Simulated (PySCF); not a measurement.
# Ir2 (Ir2): the cost of one run

Program: PySCF 2.14.0. Level of theory: TPSS, Ir def2-SVP with ECP60; scalar-relativistic core potentials, no spin–orbit coupling. These are calculated values, not measurements.

3 further runs of the same task are left out: 2 for a known fault of the program, 1 that didn't finish.

### 1 Starting geometry

2 atoms, charge 0, spin multiplicity 3.

Bond lengths: Ir1–Ir2 2.236 Å.

Coordinates:

```xyz
2
Ir2
Ir    0.0000    0.0000    1.1180
Ir    0.0000    0.0000   -1.1180
```

An earlier session relaxed this geometry at TPSS, Ir def2-SVP with ECP60 (triplet, point group D∞h).

Its energy there is -208.560013 Eh.

### 2 Multiplicity 1 at the relaxed geometry

The input, run.py (the lines that set the calculation):

```python
mol = gto.M(atom='''
Ir     0.00000     0.00000     1.11799
Ir     0.00000     0.00000    -1.11799''',
    basis={'Ir': 'def2-SVP'},
    ecp={'Ir': 'def2-SVP'},
    charge=0, spin=0)
mf = dft.RKS(mol, xc='TPSS')
mf.grids.atom_grid = (50, 194)
mf = mf.density_fit()  # fitting sets: Ir def2-universal-JKFIT
mf.conv_tol = 1e-08; mf.max_cycle = 55
mf.kernel(dm0)  # dm0: free metal ions and neutral atoms
```

Run with:

```console
> OMP_NUM_THREADS=2 python run.py
```

**Question.** How long does this run take on 2 threads of Arm Neoverse V1, shared host?

About 4.5 s.
